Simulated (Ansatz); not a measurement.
# CuB3P3: the cost of one run

Method: DFT r2SCAN, scalar-relativistic, plane waves, PAW, in Ansatz 0.2.0.

1 further run of the same task is left out (set aside as unsound or not needed).

## (1) The starting structure

The structure is trigonal, space group P3m1 (No. 156). The conventional cell has a = 3.208 Å, b = 3.208 Å, c = 22.893 Å, α = 90.00°, β = 90.00°, γ = 120.00°. P (site symmetry 3m) is surrounded by 3 B at 1.96 Å. B (site symmetry 3m) is surrounded by 4 P at 1.96 Å. Around P (site symmetry 3m) lie 4 B at 1.95 to 1.96 Å. Around B (site symmetry 3m) lie 4 P at 1.95 to 2.13 Å. Around P (site symmetry 3m) lie 4 B at 1.89 to 2.13 Å. Around B (site symmetry 3m) lie 3 P at 1.89 Å.

As a file:

```cif
data_structure
_symmetry_space_group_name_H-M 'P3m1'
_symmetry_Int_Tables_number 156
_cell_length_a 3.2078
_cell_length_b 3.2078
_cell_length_c 22.8931
_cell_angle_alpha 90.000
_cell_angle_beta 90.000
_cell_angle_gamma 120.000
_cell_volume 204.01
loop_
_atom_site_label
_atom_site_type_symbol
_atom_site_symmetry_multiplicity
_atom_site_Wyckoff_symbol
_atom_site_fract_x
_atom_site_fract_y
_atom_site_fract_z
_atom_site_occupancy
P1 P 1 a 0.00000 0.00000 0.37129 1
B1 B 1 b 0.33333 0.66667 0.39989 1
P2 P 1 b 0.33333 0.66667 0.48570 1
B2 B 1 c 0.66667 0.33333 0.51242 1
P3 P 1 c 0.66667 0.33333 0.60554 1
B3 B 1 a 0.00000 0.00000 0.62104 1
```

Miller indices refer to the conventional cell of the relaxed bulk, F-43m (No. 216): a = 4.537 Å, b = 4.537 Å, c = 4.537 Å, α = 90.00°, β = 90.00°, γ = 90.00°.

This (111) slab, 5.9 Å thick as cut, with 17 Å of vacuum; its outer planes are B (top) and P (bottom), was relaxed beforehand with its lower half held: -2747.2081 eV, work function 4.33 eV (top face), 6.24 eV (bottom face), dipole along +c 0.094 e·Å per cell.

## (2) Cu at the top (B) site

With the adsorbate the run is spin-polarised.

Input file input.yaml:

```yaml
crystal:
  lattice:
    - [3.2078136916, 0.0, 0.0]
    - [-1.6039068458, 2.7780481475, 0.0]
    - [0.0, 0.0, 24.8931300507]
  atoms:
    - { symbol: P, position: [0.0, 0.0, 0.3414596711] }
    - { symbol: B, position: [0.3333333333, 0.6666666667, 0.367763805] }
    - { symbol: P, position: [0.3333333333, 0.6666666667, 0.446676207] }
    - { symbol: B, position: [0.6666666667, 0.3333333333, 0.4712547945] }
    - { symbol: P, position: [0.6666666667, 0.3333333333, 0.5568916486] }
    - { symbol: B, position: [0.0, 0.0, 0.5711446438] }
    - { symbol: Cu, position: [0.0, 0.0, 0.657915572], spin: 1.0 }
basis:
  ecutwfc: 500
kpoints:
  mp_grid: { grid: [9, 9, 1] }
hamiltonian:
  xc: r2scan
scf:
  occupations: { method: gaussian, width: 0.05 }
output:
  forces: true
  eigenvalues: true
  populations: true
  write_density: true
  write_potential: true
  elf: true
  volumetric_format: npy
magnetization:
  spin_polarized: true
relax:
  adjacent_minimum: "off"
  f_tol: 0.03
  max_steps: 70
  constraints: [{ sites: [0, 1, 2] }]
efield:
  axis: 3
  dipole_correction: true
  ramp_width: 0.04
```

Run with:

```console
ansatz run input.yaml --threads 2 --pin off --max-ram 5120MiB --backend cpu --events-out ev --progress --plain --runs-dir out
```

What time and memory should one allow on 2 threads of Intel Xeon 6975P-C (Granite Rapids), shared host?

About 1.7 min, with a peak of 1.1 GiB.
